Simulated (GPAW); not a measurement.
# RuSe (Pm-3m) in GPAW: notebook

Aim: see how the results for RuSe move with the level of theory and the settings. Levels: RPBE, revPBE, BLYP. Tasks: relaxation of cell and atoms.

All numbers are computed with GPAW 26.7.0; they aren't measurements. Logs are shortened: lines on timing, memory, paths and dates and some standing lists are left out, and cuts for length are marked. The log counts tension as positive stress, the text compression.

**1. The structure**

It takes space group Pm-3m (No. 221, cubic). The conventional cell has a = 3.188 Å, b = 3.188 Å, c = 3.188 Å, α = 90.00°, β = 90.00°, γ = 90.00°. Around Ru (site symmetry m-3m) lie 8 Se at 2.76 Å. Around Se (site symmetry m-3m) lie 8 Ru at 2.76 Å.

The cell comes from a database or a generator and needn't be the stable form of this composition.

**2. Relaxation of cell and atoms, RPBE**

The input, run.py:

```python
from ase import Atoms
from ase.filters import FrechetCellFilter
from ase.io import write
from ase.optimize import BFGS
from gpaw import GPAW, PW

atoms = Atoms(['Ru', 'Se'],
              cell=[[3.18769231, 0.0, 0.0],
                    [0.0, 3.18769231, 0.0],
                    [0.0, 0.0, 3.18769231]],
              scaled_positions=[[0.0, 0.0, 0.0],
                                [0.5, 0.5, 0.5]],
              pbc=True)

calc = GPAW(mode=PW(600),
            xc='RPBE',
            kpts={'size': (8, 8, 8), 'gamma': True},
            occupations={'name': 'fermi-dirac', 'width': 0.05},
            nbands=22,
            convergence={'density': 1e-05, 'forces': 0.0001},
            maxiter=150,
            txt='gpaw.txt')
atoms.calc = calc
opt = BFGS(FrechetCellFilter(atoms), trajectory='relax.traj', logfile='-')
done = opt.run(fmax=0.02, steps=60)
calc.write('gs.gpw')
write('result.traj', atoms)
print('Converged:', done)
print('Cell:', atoms.cell.cellpar().round(4))
print('Volume:', round(atoms.get_volume(), 4))
print(atoms.get_scaled_positions().round(5))
```

Potentials or basis: the program's PAW data sets (release 1.2.1) made for this functional, pw.

Command:

```sh
$ OMP_NUM_THREADS=1 python run.py
```

gpaw.txt:

```text
__  _  _
 | _ |_)|_||  |
 |__||  | ||/\| - 26.7.0

Input parameters:
  mode=PW(ecut=600.0),
  convergence={'density': 1e-05, 'forces': 0.0001},
  kpts=MonkhorstPack(size=(8, 8, 8), gamma=True),
  maxiter=150,
  nbands=22,
  occupations=Occupations(name='fermi-dirac', width=0.05),
  xc=XC(name='RPBE')

Diagonalizing LCAO Hamiltonian
Converting LCAO to pw mode
   .-------.
  /|       |
 * |       |
 | |  Se   |
 | .-------.
 |/       /
 Ru------*

Atoms  # Å, Bohr magnetons
|   | symbol |        x |        y |        z |    initial magnetic moments |
|---|--------|----------|----------|----------|-----------------------------|
| 0 |     Ru | 0.000000 | 0.000000 | 0.000000 | ( 0.0000,  0.0000,  0.0000) |
| 1 |     Se | 1.593846 | 1.593846 | 1.593846 | ( 0.0000,  0.0000,  0.0000) |

Unit cell  # Å
| periodic |        x |        y |        z |  lengths |    angles |
|----------|----------|----------|----------|----------|-----------|
|      yes | 3.187692 | 0.000000 | 0.000000 | 3.187692 | 90.000000 |
|      yes | 0.000000 | 3.187692 | 0.000000 | 3.187692 | 90.000000 |
|      yes | 0.000000 | 0.000000 | 3.187692 | 3.187692 | 90.000000 |

Number of symmetries: 48
Symmetry operations  # r_c * U_cc + t_c -> r_c
|    | kind |            matrix            |
|----|------|------------------------------|
|  0 |  E   |  1, 0, 0,  0, 1, 0,  0, 0, 1 |
|  1 |  σ   |  1, 0, 0,  0, 1, 0,  0, 0,-1 |
|  2 |  σ   |  1, 0, 0,  0, 0, 1,  0, 1, 0 |
|  3 |  C4  |  1, 0, 0,  0, 0, 1,  0,-1, 0 |
|  4 |  C4  |  1, 0, 0,  0, 0,-1,  0, 1, 0 |
|  5 |  σ   |  1, 0, 0,  0, 0,-1,  0,-1, 0 |
|  6 |  σ   |  1, 0, 0,  0,-1, 0,  0, 0, 1 |
|  7 |  C2  |  1, 0, 0,  0,-1, 0,  0, 0,-1 |
|  8 |  σ   |  0, 1, 0,  1, 0, 0,  0, 0, 1 |
[... 173 lines left out ...]
SCF iterations
|iter     | |      energy | eigst |  dens |force |
|---------|-|-------------|-------|-------|------|
|iter:   1| |  -11.598133 | +0.16 |       |      |
|iter:   2| |  -11.499206 | -2.61 | -1.28 |      |
|iter:   3| |  -11.320668 | -2.38 | -1.35 |      |
|iter:   4| |  -11.314287 | -3.39 | -1.78 |      |
|iter:   5| |  -11.311815c| -3.61 | -2.01 |      |
|iter:   6| |  -11.312435c| -4.33 | -2.54 |      |
|iter:   7| |  -11.312361c| -5.73 | -3.17 |      |
|iter:   8| |  -11.312364c| -7.75c| -4.15 |      |
|iter:   9| |  -11.312364c| -8.08c| -4.56 |      |
|iter:  10| |  -11.312364c| -9.68c| -5.71c|      |
|iter:  11| |  -11.312364c|-10.24c| -6.05c|-24.24c|

Converged in 11 steps
Energy contributions relative to reference atoms: (reference = -189362.956008)

Energy contributions:
  Kinetic:          -0.936232
  Coulomb:          -1.145284
  Zero:             -0.331142
  External:          0.000000
  Xc:               -8.889619
  Entropy:          -0.020174
  Spinorbit:         0.000000
  ----------------------------
  Free energy:     -11.322451
  Extrapolated:    -11.312364
[... 27 lines left out ...]
No gap
No difference between direct/indirect transitions

Stress tensor  # eV/Ang^3
|         x |         y |        z |
|-----------|-----------|----------|
|  0.034496 | -0.000000 | 0.000000 |
| -0.000000 |  0.034496 | 0.000000 |
|  0.000000 |  0.000000 | 0.034496 |

Forces  # eV/Ang
|       x |        y |       z |
|---------|----------|---------|
| 0.00000 | -0.00000 | 0.00000 |  # Ru   0
| 0.00000 |  0.00000 | 0.00000 |  # Se   1

Interpolating wave functions to new cell

            Se

       Ru

Atoms  # Å, Bohr magnetons
|   | symbol |        x |         y |        z |    initial magnetic moments |
|---|--------|----------|-----------|----------|-----------------------------|
| 0 |     Ru | 0.000000 | -0.000000 | 0.000000 | ( 0.0000,  0.0000,  0.0000) |
| 1 |     Se | 1.587498 |  1.587498 | 1.587498 | ( 0.0000,  0.0000,  0.0000) |

Unit cell  # Å
| periodic |        x |        y |        z |  lengths |    angles |
|----------|----------|----------|----------|----------|-----------|
|      yes | 3.174997 | 0.000000 | 0.000000 | 3.174997 | 90.000000 |
|      yes | 0.000000 | 3.174997 | 0.000000 | 3.174997 | 90.000000 |
|      yes | 0.000000 | 0.000000 | 3.174997 | 3.174997 | 90.000000 |

Number of symmetries: 48
Symmetry operations  # r_c * U_cc + t_c -> r_c
|    | kind |            matrix            |
|----|------|------------------------------|
|  0 |  E   |  1, 0, 0,  0, 1, 0,  0, 0, 1 |
|  1 |  σ   |  1, 0, 0,  0, 1, 0,  0, 0,-1 |
|  2 |  σ   |  1, 0, 0,  0, 0, 1,  0, 1, 0 |
|  3 |  C4  |  1, 0, 0,  0, 0, 1,  0,-1, 0 |
|  4 |  C4  |  1, 0, 0,  0, 0,-1,  0, 1, 0 |
|  5 |  σ   |  1, 0, 0,  0, 0,-1,  0,-1, 0 |
|  6 |  σ   |  1, 0, 0,  0,-1, 0,  0, 0, 1 |
|  7 |  C2  |  1, 0, 0,  0,-1, 0,  0, 0,-1 |
|  8 |  σ   |  0, 1, 0,  1, 0, 0,  0, 0, 1 |
[... 173 lines left out ...]
SCF iterations
|iter     | |      energy | eigst |  dens |force |
|---------|-|-------------|-------|-------|------|
|iter:   1| |  -11.334406 | -2.34 |       |      |
|iter:   2| |  -11.330986 | -4.68 | -2.03 |      |
|iter:   3| |  -11.324349c| -4.05 | -2.10 |      |
|iter:   4| |  -11.323578c| -4.96 | -2.55 |      |
|iter:   5| |  -11.323460c| -5.27 | -2.94 |      |
|iter:   6| |  -11.323496c| -5.69 | -3.37 |      |
|iter:   7| |  -11.323496c| -8.05c| -4.32 |      |
|iter:   8| |  -11.323497c| -7.63c| -4.61 |      |
|iter:   9| |  -11.323497c| -8.63c| -5.83c|      |
|iter:  10| |  -11.323497c| -9.79c| -6.20c|-24.24c|

Converged in 10 steps
Energy contributions relative to reference atoms: (reference = -189362.956008)

Energy contributions:
  Kinetic:           0.408693
  Coulomb:          -2.207969
  Zero:             -0.332105
  External:          0.000000
  Xc:               -9.182098
  Entropy:          -0.020034
  Spinorbit:         0.000000
  ----------------------------
  Free energy:     -11.333514
  Extrapolated:    -11.323497
[... 49 lines left out ...]
Atoms  # Å, Bohr magnetons
|   | symbol |        x |        y |        z |    initial magnetic moments |
|---|--------|----------|----------|----------|-----------------------------|
| 0 |     Ru | 0.000000 | 0.000000 | 0.000000 | ( 0.0000,  0.0000,  0.0000) |
| 1 |     Se | 1.573424 | 1.573424 | 1.573424 | ( 0.0000,  0.0000,  0.0000) |

Unit cell  # Å
| periodic |         x |         y |        z |  lengths |    angles |
|----------|-----------|-----------|----------|----------|-----------|
|      yes |  3.146849 |  0.000000 | 0.000000 | 3.146849 | 90.000000 |
|      yes |  0.000000 |  3.146849 | 0.000000 | 3.146849 | 90.000000 |
|      yes | -0.000000 | -0.000000 | 3.146849 | 3.146849 | 90.000000 |

Number of symmetries: 48
Symmetry operations  # r_c * U_cc + t_c -> r_c
|    | kind |            matrix            |
|----|------|------------------------------|
|  0 |  E   |  1, 0, 0,  0, 1, 0,  0, 0, 1 |
|  1 |  σ   |  1, 0, 0,  0, 1, 0,  0, 0,-1 |
|  2 |  σ   |  1, 0, 0,  0, 0, 1,  0, 1, 0 |
|  3 |  C4  |  1, 0, 0,  0, 0, 1,  0,-1, 0 |
|  4 |  C4  |  1, 0, 0,  0, 0,-1,  0, 1, 0 |
|  5 |  σ   |  1, 0, 0,  0, 0,-1,  0,-1, 0 |
|  6 |  σ   |  1, 0, 0,  0,-1, 0,  0, 0, 1 |
|  7 |  C2  |  1, 0, 0,  0,-1, 0,  0, 0,-1 |
|  8 |  σ   |  0, 1, 0,  1, 0, 0,  0, 0, 1 |
[... 173 lines left out ...]
SCF iterations
|iter     | |      energy | eigst |  dens |force |
|---------|-|-------------|-------|-------|------|
|iter:   1| |  -11.384165 | -1.67 |       |      |
|iter:   2| |  -11.368536 | -4.02 | -1.69 |      |
|iter:   3| |  -11.336506 | -3.32 | -1.76 |      |
|iter:   4| |  -11.333271 | -4.36 | -2.23 |      |
|iter:   5| |  -11.332764c| -4.53 | -2.56 |      |
|iter:   6| |  -11.332899c| -5.03 | -3.03 |      |
|iter:   7| |  -11.332896c| -7.23 | -4.01 |      |
|iter:   8| |  -11.332898c| -7.99c| -4.28 |      |
|iter:   9| |  -11.332898c| -9.38c| -5.46c|      |
|iter:  10| |  -11.332898c|-10.14c| -5.85c|-25.28c|

Converged in 10 steps
Energy contributions relative to reference atoms: (reference = -189362.956008)

Energy contributions:
  Kinetic:           3.610437
  Coulomb:          -4.739698
  Zero:             -0.335252
  External:          0.000000
  Xc:               -9.858564
  Entropy:          -0.019640
  Spinorbit:         0.000000
  ----------------------------
  Free energy:     -11.342718
  Extrapolated:    -11.332898
[... 27 lines left out ...]
No gap
No difference between direct/indirect transitions

Stress tensor  # eV/Ang^3
|         x |         y |         z |
|-----------|-----------|-----------|
| -0.001544 |  0.000000 |  0.000000 |
|  0.000000 | -0.001544 |  0.000000 |
|  0.000000 |  0.000000 | -0.001544 |

Forces  # eV/Ang
|       x |       y |       z |
|---------|---------|---------|
| 0.00000 | 0.00000 | 0.00000 |  # Ru   0
| 0.00000 | 0.00000 | 0.00000 |  # Se   1

Interpolating wave functions to new cell

            Se

       Ru

Atoms  # Å, Bohr magnetons
|   | symbol |        x |        y |        z |    initial magnetic moments |
|---|--------|----------|----------|----------|-----------------------------|
| 0 |     Ru | 0.000000 | 0.000000 | 0.000000 | ( 0.0000,  0.0000,  0.0000) |
| 1 |     Se | 1.574247 | 1.574247 | 1.574247 | ( 0.0000,  0.0000,  0.0000) |

Unit cell  # Å
| periodic |         x |         y |         z |  lengths |    angles |
|----------|-----------|-----------|-----------|----------|-----------|
|      yes |  3.148494 | -0.000000 | -0.000000 | 3.148494 | 90.000000 |
|      yes |  0.000000 |  3.148494 |  0.000000 | 3.148494 | 90.000000 |
|      yes | -0.000000 |  0.000000 |  3.148494 | 3.148494 | 90.000000 |

Number of symmetries: 48
Symmetry operations  # r_c * U_cc + t_c -> r_c
|    | kind |            matrix            |
|----|------|------------------------------|
|  0 |  E   |  1, 0, 0,  0, 1, 0,  0, 0, 1 |
|  1 |  σ   |  1, 0, 0,  0, 1, 0,  0, 0,-1 |
|  2 |  σ   |  1, 0, 0,  0, 0, 1,  0, 1, 0 |
|  3 |  C4  |  1, 0, 0,  0, 0, 1,  0,-1, 0 |
|  4 |  C4  |  1, 0, 0,  0, 0,-1,  0, 1, 0 |
|  5 |  σ   |  1, 0, 0,  0, 0,-1,  0,-1, 0 |
|  6 |  σ   |  1, 0, 0,  0,-1, 0,  0, 0, 1 |
|  7 |  C2  |  1, 0, 0,  0,-1, 0,  0, 0,-1 |
|  8 |  σ   |  0, 1, 0,  1, 0, 0,  0, 0, 1 |
[... 173 lines left out ...]
SCF iterations
|iter     | |      energy | eigst |  dens |force |
|---------|-|-------------|-------|-------|------|
|iter:   1| |  -11.333061 | -3.77 |       |      |
|iter:   2| |  -11.333028 | -6.38 | -2.92 |      |
|iter:   3| |  -11.332975c| -5.85 | -2.99 |      |
|iter:   4| |  -11.332958c| -6.72 | -3.43 |      |
|iter:   5| |  -11.332965c| -7.08 | -3.84 |      |
|iter:   6| |  -11.332964c| -7.50c| -4.26 |      |
|iter:   7| |  -11.332964c| -8.98c| -5.19c|      |
|iter:   8| |  -11.332964c| -9.19c| -5.52c|-23.96c|

Converged in 8 steps
Energy contributions relative to reference atoms: (reference = -189362.956008)

Energy contributions:
  Kinetic:           3.413759
  Coulomb:          -4.583971
  Zero:             -0.335028
  External:          0.000000
  Xc:               -9.817891
  Entropy:          -0.019665
  Spinorbit:         0.000000
  ----------------------------
  Free energy:     -11.342796
  Extrapolated:    -11.332964
[... 37 lines left out ...]
Forces  # eV/Ang
|        x |        y |        z |
|----------|----------|----------|
|  0.00000 |  0.00000 |  0.00000 |  # Ru   0
| -0.00000 | -0.00000 | -0.00000 |  # Se   1

# Writing to gs.gpw (mode='')
```

It took 44 s on 1 thread of Arm Neoverse V2, shared host; peak memory 0.19 GiB.

What came out:

| Quantity | Value |
| --- | --- |
| Free energy | -11.3428 eV |
| Relaxed volume | 15.61 Å³/atom |
| Relaxed cell | a = 3.148 Å, b = 3.148 Å, c = 3.148 Å, α = 90.00°, β = 90.00°, γ = 90.00° |
| Space group after relaxing (to 0.05 Å) | Pm-3m (No. 221) |
| Energy gained by relaxing | 10.3 meV/atom |
| Ionic steps | 4 |
| Pressure after relaxing | 0.0 GPa |
| Band gap on the k mesh | none (metal or under the smearing width) |

The path:
| step | energy change (eV) | largest force (eV/Å) | pressure (GPa) | volume (Å³) |
| --- | --- | --- | --- | --- |
| 1 | 0.0000 | 0.0000 | -5.53 | 32.39 |
| 2 | -0.0111 | 0.0000 | -3.86 | 32.01 |
| 3 | -0.0205 | 0.0000 | 0.25 | 31.16 |
| 4 | -0.0206 | 0.0000 | -0.01 | 31.21 |

Final structure:
```
Ru Se
1.0
     3.14849    0.00000    0.00000
     0.00000    3.14849    0.00000
     0.00000    0.00000    3.14849
Ru Se
1 1
Cartesian
  0.0000 0.0000 0.0000
  1.5742 1.5742 1.5742
```

Levels at points of the mesh, in eV from the Fermi level:
| k point | band 8 | band 9 | band 10 | band 11 | band 12 | band 13 | band 14 | band 15 |
| --- | --- | --- | --- | --- | --- | --- | --- | --- |
| (0.00, 0.00, 0.00) | -1.66 | -1.66 | -1.66 | -0.88 | -0.88 | -0.88 | 2.91 | 8.69 |
| (0.50, 0.00, 0.00) | -3.82 | -3.18 | -0.69 | 0.18 | 3.00 | 3.00 | 5.73 | 6.05 |
| (0.50, 0.50, 0.00) | -3.53 | -1.95 | -1.95 | -0.85 | 0.03 | 0.21 | 3.28 | 10.63 |
| (0.50, 0.50, 0.50) | -7.22 | 0.28 | 0.28 | 2.60 | 2.60 | 2.60 | 2.76 | 2.76 |

Caveat: later steps reuse the first step's grids.

**3. Relaxation of cell and atoms, revPBE**

Edit run.py of step 2 so:

```diff
@@ -1,4 +1,3 @@
-from ase import Atoms
 from ase.filters import FrechetCellFilter
-from ase.io import write
+from ase.io import read, write
 from ase.optimize import BFGS
@@ -6,12 +5,6 @@
 
-atoms = Atoms(['Ru', 'Se'],
-              cell=[[3.18769231, 0.0, 0.0],
-                    [0.0, 3.18769231, 0.0],
-                    [0.0, 0.0, 3.18769231]],
-              scaled_positions=[[0.0, 0.0, 0.0],
-                                [0.5, 0.5, 0.5]],
-              pbc=True)
+atoms = read('POSCAR')
 
 calc = GPAW(mode=PW(600),
-            xc='RPBE',
+            xc='revPBE',
             kpts={'size': (8, 8, 8), 'gamma': True},
```

The input, POSCAR:

```
RuSe
1.0
    3.1876923100      0.0000000000      0.0000000000
    0.0000000000      3.1876923100      0.0000000000
    0.0000000000      0.0000000000      3.1876923100
Ru Se
1 1
Direct
    0.0000000000      0.0000000000      0.0000000000
    0.5000000000      0.5000000000      0.5000000000
```

Potentials or basis: the program's PAW data sets (release 1.2.1) made for this functional, pw.

Command:

```sh
$ OMP_NUM_THREADS=1 python run.py
```

Wall time 44 s (1 thread of Arm Neoverse V2, shared host); peak memory 0.19 GiB.

Results (log left out):

- Free energy: -11.5354 eV
- Relaxed volume: 15.52 Å³/atom
- Relaxed cell: a = 3.143 Å, b = 3.143 Å, c = 3.143 Å, α = 90.00°, β = 90.00°, γ = 90.00°
- Space group after relaxing (to 0.05 Å): Pm-3m (No. 221)
- Energy gained by relaxing: 13.6 meV/atom
- Ionic steps: 4
- Pressure after relaxing: 0.0 GPa
- Band gap on the k mesh: none (metal or under the smearing width)

Step by step:
```tsv
step	energy change (eV)	largest force (eV/Å)	pressure (GPa)	volume (Å³)
1	0.0000	0.0000	-6.36	32.39
2	-0.0148	0.0000	-4.45	31.95
3	-0.0271	0.0000	0.33	30.98
4	-0.0272	0.0000	-0.02	31.05
```

Final structure:
```
Ru Se
1.0
     3.14296    0.00000    0.00000
     0.00000    3.14296    0.00000
     0.00000    0.00000    3.14296
Ru Se
1 1
Direct
  0.00000 0.00000 0.00000
  0.50000 0.50000 0.50000
```

Levels at points of the mesh, in eV from the Fermi level:
```csv
k point,band 7,band 8,band 9,band 10,band 11,band 12,band 13,band 14,band 15,band 16
"(0.00, 0.00, 0.00)",-3.87,-1.67,-1.67,-1.67,-0.89,-0.89,-0.89,2.93,8.71,8.71
"(0.50, 0.00, 0.00)",-3.85,-3.85,-3.21,-0.70,0.18,3.03,3.03,5.74,6.04,8.90
"(0.50, 0.50, 0.00)",-6.18,-3.56,-1.97,-1.97,-0.85,0.04,0.21,3.29,10.65,10.65
"(0.50, 0.50, 0.50)",-7.27,-7.27,0.28,0.28,2.59,2.59,2.59,2.79,2.79,2.79
```

Caveat: later steps reuse the first step's grids.

**4. Relaxation of cell and atoms, BLYP**

Edit run.py of step 3 so:

```diff
@@ -3,3 +3,5 @@
 from ase.optimize import BFGS
-from gpaw import GPAW, PW
+from gpaw import GPAW, PW, setup_paths
+
+setup_paths.insert(0, '.')
 
@@ -8,3 +10,3 @@
 calc = GPAW(mode=PW(600),
-            xc='revPBE',
+            xc='BLYP',
             kpts={'size': (8, 8, 8), 'gamma': True},
@@ -13,2 +15,3 @@
             convergence={'density': 1e-05, 'forces': 0.0001},
+            eigensolver='davidson',
             maxiter=150,
```

POSCAR is that of step 3.

Potentials or basis: PAW data sets generated in the run's folder for this functional, pw.

Command:

```sh
$ gpaw-setup -f BLYP Ru Se
$ OMP_NUM_THREADS=1 python run.py
```

Run time: 30 s. Hardware: 1 thread of Arm Neoverse V2, shared host; peak memory 0.18 GiB.

Results (log left out):

| Quantity | Value |
| --- | --- |
| Free energy | -10.2923 eV |
| Relaxed volume | 16.44 Å³/atom |
| Relaxed cell | a = 3.204 Å, b = 3.204 Å, c = 3.204 Å, α = 90.00°, β = 90.00°, γ = 90.00° |
| Space group after relaxing (to 0.05 Å) | Pm-3m (No. 221) |
| Energy gained by relaxing | 1.9 meV/atom |
| Ionic steps | 3 |
| Pressure after relaxing | 0.0 GPa |
| Band gap on the k mesh | none (metal or under the smearing width) |

The path:
| step | energy change (eV) | largest force (eV/Å) | pressure (GPa) | volume (Å³) |
| --- | --- | --- | --- | --- |
| 1 | 0.0000 | 0.0000 | 2.20 | 32.39 |
| 2 | -0.0019 | 0.0000 | 1.50 | 32.55 |
| 3 | -0.0038 | 0.0000 | 0.03 | 32.89 |

Final structure:
```
CELL_PARAMETERS angstrom
3.20381 0.00000 0.00000
0.00000 3.20381 0.00000
0.00000 0.00000 3.20381
ATOMIC_POSITIONS crystal
Ru 0.00000 0.00000 0.00000
Se 0.50000 0.50000 0.50000
```

Levels at points of the mesh, in eV from the Fermi level:
| k point | band 9 | band 10 | band 11 | band 12 | band 13 | band 14 |
| --- | --- | --- | --- | --- | --- | --- |
| (0.00, 0.00, 0.00) | -1.58 | -1.58 | -0.78 | -0.78 | -0.78 | 2.46 |
| (0.50, 0.00, 0.00) | -2.83 | -0.61 | 0.18 | 2.70 | 2.70 | 5.68 |
| (0.50, 0.50, 0.00) | -1.72 | -1.72 | -0.86 | -0.07 | 0.21 | 3.20 |
| (0.50, 0.50, 0.50) | 0.27 | 0.27 | 2.54 | 2.54 | 2.54 | 2.99 |

Caveat: later steps reuse the first step's grids.

**5. Overview**

| level | potentials or basis | eigensolver | gap on the mesh (eV) | pressure (GPa) | relaxed volume (Å³/atom) |
| --- | --- | --- | --- | --- | --- |
| RPBE | the program's PAW data sets (release 1.2.1) made for this functional, pw | - | none | 0.0 | 15.61 |
| revPBE | the program's PAW data sets (release 1.2.1) made for this functional, pw | - | none | 0.0 | 15.52 |
| BLYP | PAW data sets generated in the run's folder for this functional, pw | davidson | none | 0.0 | 16.44 |

Alike in all rows: task relaxation of cell and atoms; no spin polarisation; cell relaxed; k mesh 8 × 8 × 8; cutoff (eV) 600; smearing fermi-dirac 0.05 eV.

Caveats: later steps reuse the first step's grids.

Absolute energies hang on the potentials; compare differences alone.
